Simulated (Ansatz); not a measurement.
# CsLiCr2Te2S3 (P1) in Ansatz: settings compared, part 2 of 2

Ansatz 0.2.0. Earlier steps stand in the parts before.

### 3 Projected density of states, PBE+U, collinear spin, ferromagnetic start

Contents of input.yaml:

```yaml
crystal:
  lattice:
    - [6.10792, -0.01886, 0.00581]
    - [-2.28822, 5.93151, 0.00333]
    - [-1.38462, -2.19395, 7.5626]
  atoms:
    - { symbol: Cs, position: [0.06348, 0.10178, 0.99394] }
    - { symbol: Li, position: [0.57026, 0.58143, 0.57403] }
    - { symbol: Cr, position: [0.07801, 0.50138, 0.5799], spin: 3.0 }
    - { symbol: Cr, position: [0.43162, 0.02972, 0.53722], spin: 3.0 }
    - { symbol: Te, position: [0.54458, 0.76732, 0.28198] }
    - { symbol: Te, position: [0.01143, 0.65932, 0.29902] }
    - { symbol: S, position: [0.778, 0.37133, 0.70773] }
    - { symbol: S, position: [0.39402, 0.82508, 0.74875] }
    - { symbol: S, position: [0.19605, 0.23009, 0.48646] }
hamiltonian:
  xc: pbe
  pseudopotentials: { kind: paw }
  hubbard: { sites: [{ species: Cr, l: d, u_eff: 8.0 }] }
magnetization:
  spin_polarized: true
kpoints:
  mp_grid: { grid: [5, 5, 4] }
scf:
  occupations: { method: fermi_dirac, width: 0.05 }
  n_extra_bands: 22
output:
  forces: true
  stress: true
  eigenvalues: true
  dos: { projected: true, de: 0.05, nscf_kmesh: { grid: [8, 8, 6] } }
  write_density: true
  write_potential: true
  elf: true
  volumetric_format: npy
```

Potentials or basis: Ansatz PAW.

Command:

```sh
$ ansatz run input.yaml --threads 8 --pin off --max-ram 20480MiB --backend cpu --events-out ev --progress --plain --runs-dir out
```

The log of the run:

```text
Warning: RAYON_NUM_THREADS=8 ignored (pool sized by the plan → 8); use --threads N
Cs: projections on atomic orbitals take those of the free atom [Kr 4d10] 5s2 5p6 6s1, of charge +0.00 (hamiltonian.pseudopotentials.projection_atoms); the dataset's partial waves leave at most 8.5e-6 of an orbital's norm unspanned inside its sphere
Li: projections on atomic orbitals take those of the free atom 1s2 2s1, of charge +0.00 (hamiltonian.pseudopotentials.projection_atoms); the dataset's partial waves leave at most 8.9e-11 of an orbital's norm unspanned inside its sphere
Cr: projections on atomic orbitals take those of the free atom [Ne] 3s2 3p6 3d5 4s1, of charge +0.00 (hamiltonian.pseudopotentials.projection_atoms); the dataset's partial waves leave at most 7.0e-7 of an orbital's norm unspanned inside its sphere
Te: projections on atomic orbitals take those of the free atom [Kr] 4d10 5s2 5p4, of charge +0.00 (hamiltonian.pseudopotentials.projection_atoms); the dataset's partial waves leave at most 7.8e-6 of an orbital's norm unspanned inside its sphere
S: projections on atomic orbitals take those of the free atom [Ne] 3s2 3p4, of charge +0.00 (hamiltonian.pseudopotentials.projection_atoms); the dataset's partial waves leave at most 1.6e-7 of an orbital's norm unspanned inside its sphere
scf.n_extra_bands = 22 over 45 filled bands (N_el = 90.0): the run solves 67 bands
Engine: ansatz 0.2.0, aarch64-unknown-linux-gnu
Pseudopotentials: kind: paw
[... 87 lines left out ...]
  atom   3  Cr    -0.75212921     0.21996484     0.06221443
  atom   4  Cr     0.34784585     0.28884184    -0.06571529
  atom   5  Te     0.41020017    -0.20015160    -0.69142601
  atom   6  Te    -0.26762578     0.23065393    -1.19578990
  atom   7  S     -0.91917185    -0.16119003     1.16979842
  atom   8  S      0.80169264     0.24026843     1.64022115
  atom   9  S      0.35050885    -0.56969196    -0.95600969
  max |Σ_I F_I| component: 6.85e-5 eV/Å
--- Stress (GPa, compression-positive) ---
        3.639356      -0.072713      -0.358889
       -0.072715       6.349135       0.292182
       -0.358890       0.292183       4.680517
  P = ⅓ Tr σ = 4.8897 GPa (48.897 kbar)
--- Band table (eV; the first three rows and the last of 102) ---
  k-point 0 ↑: bands = ["-67.0849", "-67.0237", "-40.3790", "-38.5809", "-38.5102", "-38.4572", "-38.4440", "-38.4194", "-38.3914", "-31.7866", "-31.7370", "-31.7298", "-31.5896", "-31.5786", "-31.4032", "-31.3539", "-31.3240", "-31.1333", "-31.1299", "-16.3851", "-7.5923", "-6.9412", "-6.6101", "-6.4457", "-4.5040", "-3.2386", "-3.2192", "-3.2049", "-0.7772", "-0.6757", "-0.6580", "-0.3973", "-0.0566", "0.2291", "0.6532", "0.7663", "1.0938", "1.2833", "1.6257", "2.1062", "2.2993", "2.4117", "3.0629", "3.3062", "3.7748", "3.9232", "4.1534", "4.5142", "5.4557", "5.5235", "6.0439", "6.4934", "7.7780", "8.1794", "9.1406", "9.8894", "9.9865", "10.4745", "10.5323", "10.9668", "11.4065", "11.4737", "11.8522", "12.0973", "12.6400", "12.6949", "12.7703"]
  k-point 1 ↑: bands = ["-67.0849", "-67.0237", "-40.3789", "-38.5809", "-38.5102", "-38.4572", "-38.4440", "-38.4194", "-38.3914", "-31.7866", "-31.7370", "-31.7298", "-31.5896", "-31.5786", "-31.4032", "-31.3539", "-31.3240", "-31.1333", "-31.1299", "-16.3845", "-7.5944", "-6.9382", "-6.6100", "-6.4479", "-4.5043", "-3.2396", "-3.2130", "-3.2067", "-0.7745", "-0.6553", "-0.6420", "-0.3975", "-0.0604", "0.2064", "0.6537", "0.7522", "1.0788", "1.2848", "1.6092", "2.1720", "2.3115", "2.4278", "3.0611", "3.3277", "3.7211", "3.9052", "4.1381", "4.4668", "5.3297", "5.5079", "6.0101", "6.5332", "7.8021", "8.6264", "9.0612", "9.7507", "9.9789", "10.4112", "10.6422", "11.1297", "11.2445", "11.5362", "11.7683", "12.1748", "12.4109", "12.7838", "12.9305"]
  k-point 2 ↑: bands = ["-67.0849", "-67.0237", "-40.3789", "-38.5809", "-38.5102", "-38.4572", "-38.4440", "-38.4194", "-38.3914", "-31.7866", "-31.7370", "-31.7298", "-31.5896", "-31.5786", "-31.4032", "-31.3539", "-31.3240", "-31.1333", "-31.1299", "-16.3839", "-7.5965", "-6.9350", "-6.6098", "-6.4500", "-4.5046", "-3.2379", "-3.2116", "-3.2063", "-0.7710", "-0.6419", "-0.6171", "-0.3978", "-0.0647", "0.1810", "0.6535", "0.7389", "1.0645", "1.2865", "1.5949", "2.2370", "2.2840", "2.4995", "3.0622", "3.3527", "3.6449", "3.8757", "4.0973", "4.4438", "5.1978", "5.5545", "5.9770", "6.5522", "7.8123", "8.8805", "9.4669", "9.6562", "9.8667", "10.2525", "10.7842", "10.8698", "11.1003", "11.5281", "11.7777", "12.3799", "12.4607", "12.6811", "12.9667"]
  k-point 50 ↓: bands = ["-63.2903", "-63.1312", "-40.3737", "-34.9618", "-34.8038", "-34.6924", "-34.6294", "-34.5359", "-34.4568", "-31.8203", "-31.7855", "-31.7729", "-31.6604", "-31.6539", "-31.4187", "-31.3801", "-31.3315", "-31.1670", "-31.1646", "-16.3860", "-7.6954", "-7.1805", "-6.8200", "-6.1062", "-5.3859", "-3.2391", "-3.2153", "-3.1970", "0.8141", "1.4011", "1.7473", "1.9337", "2.1800", "2.4993", "2.7979", "2.9452", "3.1029", "3.3018", "3.4866", "3.6379", "3.7769", "4.2954", "5.3884", "8.9360", "9.4997", "9.5393", "9.6942", "9.9701", "10.0834", "10.3146", "10.5048", "10.7005", "10.8000", "10.9535", "11.0719", "11.3076", "11.4490", "11.5266", "11.7617", "11.9104", "12.0342", "12.1101", "12.3821", "12.5862", "12.8491", "12.9201", "13.1478"]
Occupation matrices written to <dir>
```

dos.tsv:

```text
# E-E_F[eV]	g_bin_mean(E)[states/eV]	N(E)	g_bin_mean_up(E)	g_bin_mean_dn(E)	N_up(E)	N_dn(E)
# format = ansatz-dos/2
# fermi_ev = 4.832290
# fermi_mp_grid = 8 8 6
# fermi_mp_shift = 0 0 0
# nscf_kmesh_grid = 8 8 6
# nscf_kmesh_shift = 0 0 0
# tetrahedron_fermi_ev = 4.807228
# g_bin_mean(E): the states in a bin one row spacing wide, centred on E, divided by that spacing. States that the method places at a single energy (under output.dos.method: tetrahedron, those of a tetrahedron whose four corners have one energy) are counted whole in the row whose bin holds that energy (on the edge of two bins, in the lower row). The sum of g_bin_mean over a run of rows, times the row spacing, is the number of states from half a spacing under the first of them to half a spacing over the last (a plain sum, not the trapezoid rule).
-72.417684	0.000000e0	0.000000e0	0.000000e0	0.000000e0	0.000000e0	0.000000e0
-72.367684	0.000000e0	0.000000e0	0.000000e0	0.000000e0	0.000000e0	0.000000e0
-72.317684	0.000000e0	0.000000e0	0.000000e0	0.000000e0	0.000000e0	0.000000e0
-72.267684	0.000000e0	0.000000e0	0.000000e0	0.000000e0	0.000000e0	0.000000e0
-72.217684	0.000000e0	0.000000e0	0.000000e0	0.000000e0	0.000000e0	0.000000e0
-72.167684	0.000000e0	0.000000e0	0.000000e0	0.000000e0	0.000000e0	0.000000e0
[... 1626 lines left out ...]
9.182316	0.000000e0	1.340000e2	0.000000e0	0.000000e0	6.700000e1	6.700000e1
9.232316	0.000000e0	1.340000e2	0.000000e0	0.000000e0	6.700000e1	6.700000e1
```

rho_z.tsv:

```text
# z_ang	rho[e/angstrom^3]	rho_spin[e/angstrom^3]
# format = ansatz-planar-average/11
# lattice	6.107920000	-0.018860000	0.005810000
# lattice	-2.288220000	5.931510000	0.003330000
# lattice	-1.384620000	-2.193950000	7.562600000
# sites	9
# site	55	-1.221393473	-1.578142808	7.517478390
# site	3	1.357849286	2.178609637	4.346408650
# site	24	-1.473730042	1.700197610	4.387674573
# site	24	1.824448976	-1.010489695	4.065386652
# site	52	1.180018956	3.922445453	2.138221133
# site	52	-1.852884757	3.254512674	2.263630596
# site	16	2.922339915	0.635150295	5.358035607
# site	16	-0.518056144	3.243818991	5.667533523
# site	16	-0.002601069	0.293814716	3.680807646
0.000000	1.282332e-1	-7.600621e-4
0.148060	1.292982e-1	-8.978159e-4
0.296119	1.299947e-1	-1.177546e-3
0.444179	1.277860e-1	-1.599889e-3
0.592238	1.209720e-1	-2.204582e-3
0.740298	1.109553e-1	-3.004614e-3
[... 46 lines left out ...]
7.699099	1.294796e-1	-8.863609e-4
7.847158	1.283739e-1	-7.472780e-4
```

It took 3 min on 8 threads of Arm Neoverse V1, shared host; peak memory 4.8 GiB.

What came out:

* Free energy: -29294.0161 eV
* Pressure: 4.9 GPa
* Largest force: 1.841 eV/Å
* Band gap on the k mesh: 0.07 eV, indirect (least direct gap 0.12 eV)
* Net moment: 6.00 μB per cell
* Absolute moment: 10.51 μB per cell
* Site moments: Cs -0.01; Li -0.00; Cr +3.24, +3.45; Te -0.11, -0.23; S -0.32, -0.35, -0.39 μB

Forces on the atoms (eV/Å):
```
Cs  -0.008 -0.009 -0.089
Li   0.037 -0.039  0.125
Cr  -0.752  0.220  0.062
Cr   0.348  0.289 -0.066
Te   0.410 -0.200 -0.691
Te  -0.268  0.231 -1.196
S   -0.919 -0.161  1.170
S    0.802  0.240  1.640
S    0.351 -0.570 -0.956
```

Levels at points of the mesh, in eV from the valence-band top:
Spin up:
```tsv
k point	band 45	band 46	band 47	band 48	band 49	band 50	band 51	band 52
(0.00, 0.00, 0.00)	-1.11	-0.96	-0.73	-0.37	0.58	0.64	1.16	1.61
(0.00, 0.00, -0.50)	-1.24	-1.00	-0.78	-0.44	0.32	0.67	1.10	1.67
```
Spin down:
| k point | band 39 | band 40 | band 41 | band 42 | band 43 | band 44 | band 45 | band 46 |
| --- | --- | --- | --- | --- | --- | --- | --- | --- |
| (0.00, 0.00, 0.00) | -1.43 | -0.98 | -0.74 | -0.69 | 2.28 | 3.25 | 4.05 | 4.59 |
| (0.00, 0.00, -0.50) | -1.54 | -1.01 | -0.78 | -0.56 | 2.29 | 3.86 | 4.27 | 4.37 |

States per cell in windows of 1 eV (zero at the valence-band top; states under -8 eV left out):
| from (eV) | up | down | Cr 3d up | S 3p up | S 3p down | Cr 3d down | Te 5p up | Te 5p down |
| --- | --- | --- | --- | --- | --- | --- | --- | --- |
| -8.0 | 0.00 | 0.00 | 0.00 | 0.00 | 0.00 | 0.00 | 0.00 | 0.00 |
| -7.0 | 0.00 | 0.00 | 0.00 | 0.00 | 0.00 | 0.00 | 0.00 | 0.00 |
| -6.0 | 4.73 | 0.00 | 3.50 | 0.83 | 0.00 | 0.00 | 0.23 | 0.00 |
| -5.0 | 2.97 | 0.90 | 2.08 | 0.48 | 0.41 | 0.02 | 0.27 | 0.38 |
| -4.0 | 3.29 | 2.79 | 1.67 | 0.82 | 1.66 | 0.07 | 0.51 | 0.81 |
| -3.0 | 2.93 | 3.82 | 0.61 | 1.15 | 2.75 | 0.18 | 0.86 | 0.67 |
| -2.0 | 2.77 | 4.81 | 0.34 | 1.35 | 2.89 | 0.24 | 0.86 | 1.51 |
| -1.0 | 3.31 | 1.72 | 0.39 | 1.54 | 0.35 | 0.06 | 1.16 | 1.24 |
| 0.0 | 3.13 | 0.28 | 0.60 | 1.57 | 0.01 | 0.01 | 0.76 | 0.25 |
| 1.0 | 1.29 | 0.34 | 0.28 | 0.49 | 0.00 | 0.01 | 0.42 | 0.29 |
| 2.0 | 0.58 | 0.34 | 0.03 | 0.03 | 0.00 | 0.02 | 0.45 | 0.27 |
| 3.0 | 0.16 | 0.53 | 0.00 | 0.01 | 0.01 | 0.06 | 0.01 | 0.02 |
| 4.0 | 2.61 | 3.64 | 0.01 | 0.10 | 0.07 | 0.71 | 0.07 | 0.07 |
| 5.0 | 3.87 | 5.84 | 0.02 | 0.08 | 0.11 | 2.09 | 0.07 | 0.08 |
| 6.0 | 3.67 | 6.63 | 0.01 | 0.07 | 0.17 | 2.97 | 0.07 | 0.09 |
| 7.0 | 3.61 | 5.45 | 0.01 | 0.08 | 0.15 | 2.05 | 0.04 | 0.08 |

Eigenvalues of the final occupation matrices:
| site | spin | trace | eigenvalues |
| --- | --- | --- | --- |
| site 1 | 1 | 4.45 | 0.77 0.81 0.92 0.97 0.98 |
| site 1 | 2 | 0.36 | 0.04 0.04 0.07 0.10 0.10 |
| site 2 | 1 | 4.50 | 0.72 0.85 0.96 0.98 0.98 |
| site 2 | 2 | 0.30 | 0.03 0.04 0.05 0.07 0.12 |

Caveat: the magnetic or orbital state may not be the lowest; odd divisions of the mesh miss points on the zone boundary, where band edges often lie, so the gap on the mesh can be too wide; spin-orbit coupling is left out, which moves the levels of the heavy elements; only a ferromagnetic start was run, and an antiferromagnetic order may lie lower in energy; forces of over 1 eV/Å show positions far from the minimum, so gaps and moduli don't describe the material at rest.

### 4 Band structure, PBE, collinear spin, ferromagnetic start

input.yaml: that of step 3 with these lines changed.

```diff
@@ -18,3 +18,2 @@
   pseudopotentials: { kind: paw }
-  hubbard: { sites: [{ species: Cr, l: d, u_eff: 8.0 }] }
 magnetization:
@@ -23,2 +22,9 @@
   mp_grid: { grid: [5, 5, 4] }
+  band_path:
+    path:
+      - [[-0.5, 0.0, 0.0], [0.0, 0.0, 0.0], [0.0, 0.0, 0.5]]
+      - [[-0.5, 0.0, 0.5], [0.0, 0.0, 0.0], [0.0, 0.5, -0.5]]
+      - [[-0.5, 0.5, -0.5], [0.0, 0.0, 0.0], [0.0, 0.5, 0.0]]
+      - [[-0.5, 0.5, 0.0], [0.0, 0.0, 0.0]]
+    npoints: 10
 scf:
@@ -30,6 +36,2 @@
   eigenvalues: true
-  dos: { projected: true, de: 0.05, nscf_kmesh: { grid: [8, 8, 6] } }
-  write_density: true
-  write_potential: true
-  elf: true
-  volumetric_format: npy
+  fatbands: false
```

Command:

```sh
$ ansatz run input.yaml --threads 8 --pin off --max-ram 20480MiB --backend cpu --events-out ev --progress --plain --runs-dir out
```

Wall time 1.8 min (8 threads of Arm Neoverse V2, shared host); peak memory 2.5 GiB.

Results (log left out):

* Free energy: -29302.7263 eV
* Pressure: 0.0 GPa
* Largest force: 0.131 eV/Å
* Band gap on the k mesh: none (metal or under the smearing width)
* Net moment: 5.40 μB per cell
* Absolute moment: 6.48 μB per cell
* Site moments: Cs +0.00; Li +0.00; Cr +2.21, +2.61; Te -0.05, -0.09; S -0.04, -0.06, -0.08 μB

Forces on the atoms (eV/Å):
```
Cs   0.001  0.001 -0.001
Li   0.003  0.012 -0.008
Cr  -0.015  0.033 -0.044
Cr   0.014 -0.056 -0.090
Te   0.017  0.082  0.074
Te  -0.030 -0.068  0.108
S    0.013  0.014 -0.017
S   -0.009  0.000 -0.027
S    0.007 -0.018  0.005
```

Stress tensor (GPa, compression positive):
```
 0.29  0.03  0.02
 0.03 -0.16  0.01
 0.02  0.01 -0.24
```

Levels at the corners of the path, in eV from the Fermi level:
Spin up:
```tsv
point	band 46	band 47	band 48	band 49	band 50	band 51
X	-0.78	-0.47	-0.09	0.12	0.47	0.56
Γ	-0.80	-0.62	-0.26	0.54	0.75	1.07
Y	-0.86	-0.60	-0.25	0.49	0.60	1.01
L	-0.74	-0.40	-0.26	0.17	0.52	0.56
Γ	-0.80	-0.62	-0.26	0.54	0.75	1.07
Z	-0.59	-0.44	0.11	0.37	0.50	0.64
N	-0.67	-0.33	-0.06	0.05	0.40	0.49
Γ	-0.80	-0.62	-0.26	0.54	0.75	1.07
M	-0.58	-0.44	0.15	0.34	0.52	0.74
R	-0.70	-0.34	-0.08	0.06	0.59	0.66
Γ	-0.80	-0.62	-0.26	0.54	0.75	1.07
```
Spin down:
| point | band 38 | band 39 | band 40 | band 41 | band 42 | band 43 | band 44 | band 45 | band 46 | band 47 |
| --- | --- | --- | --- | --- | --- | --- | --- | --- | --- | --- |
| X | -2.36 | -1.95 | -1.88 | -1.81 | -0.80 | -0.65 | 0.79 | 0.97 | 1.07 | 1.35 |
| Γ | -2.45 | -2.36 | -1.67 | -1.53 | -1.29 | 0.49 | 0.88 | 0.98 | 1.32 | 1.43 |
| Y | -2.60 | -2.43 | -1.70 | -1.48 | -1.32 | 0.53 | 0.84 | 0.96 | 1.39 | 1.49 |
| L | -2.55 | -1.99 | -1.94 | -1.71 | -0.82 | -0.67 | 0.81 | 1.01 | 1.10 | 1.29 |
| Γ | -2.45 | -2.36 | -1.67 | -1.53 | -1.29 | 0.49 | 0.88 | 0.98 | 1.32 | 1.43 |
| Z | -2.42 | -2.33 | -1.83 | -1.26 | -1.22 | 0.60 | 0.70 | 0.98 | 1.40 | 1.51 |
| N | -2.45 | -2.28 | -2.10 | -1.49 | -0.82 | -0.56 | 0.79 | 1.11 | 1.28 | 1.37 |
| Γ | -2.45 | -2.36 | -1.67 | -1.53 | -1.29 | 0.49 | 0.88 | 0.98 | 1.32 | 1.43 |
| M | -2.41 | -2.32 | -1.86 | -1.26 | -1.18 | 0.60 | 0.72 | 0.99 | 1.34 | 1.53 |
| R | -2.40 | -2.24 | -1.84 | -1.46 | -0.84 | -0.58 | 0.77 | 1.14 | 1.32 | 1.38 |
| Γ | -2.45 | -2.36 | -1.67 | -1.53 | -1.29 | 0.49 | 0.88 | 0.98 | 1.32 | 1.43 |

Caveat: spin-orbit coupling is left out, which moves the levels of the heavy elements; only a ferromagnetic start was run, and an antiferromagnetic order may lie lower in energy. With open d or f shells a metallic result of PBE can be an artefact of self-interaction; +U or a hybrid may open a gap.

### 5 Summary

```csv
task,level,U,hubbard projectors,double counting,points for each segment of the path,gap on the mesh (eV),pressure (GPa),moment (μB),largest force (eV/Å)
projected density of states,PBE+U,Cr d U = 6 eV,ortho-atomic (the default),fll (the default),-,0.14,3.7,6.00,1.35
projected density of states,PBE+U,Cr d U = 8 eV,ortho-atomic (the default),fll (the default),-,0.07,4.9,6.00,1.84
band structure,PBE,-,-,-,10,none,0.0,5.40,0.13
```

Alike in all rows: potentials or basis Ansatz PAW; spin collinear, ferromagnetic start; cell as given; k mesh 5 × 5 × 4; cutoff (eV) 420; smearing fermi-dirac 0.05 eV.

On the cell as given the gap runs from zero (PBE) to 0.14 eV (PBE+U). The pressure there spans 0.0 GPa (PBE) to 4.9 GPa (PBE+U); a positive pressure means that this level wants a larger cell, a negative one a smaller.

Caveats: spin-orbit coupling is left out, which moves the levels of the heavy elements; only a ferromagnetic start was run, and an antiferromagnetic order may lie lower in energy; the magnetic or orbital state may not be the lowest (some runs); odd divisions of the mesh miss points on the zone boundary, where band edges often lie, so the gap on the mesh can be too wide (some runs); forces of over 1 eV/Å show positions far from the minimum, so gaps and moduli don't describe the material at rest (some runs).

Total energies depend on the potentials used, so only differences within one code and one set of settings carry meaning.
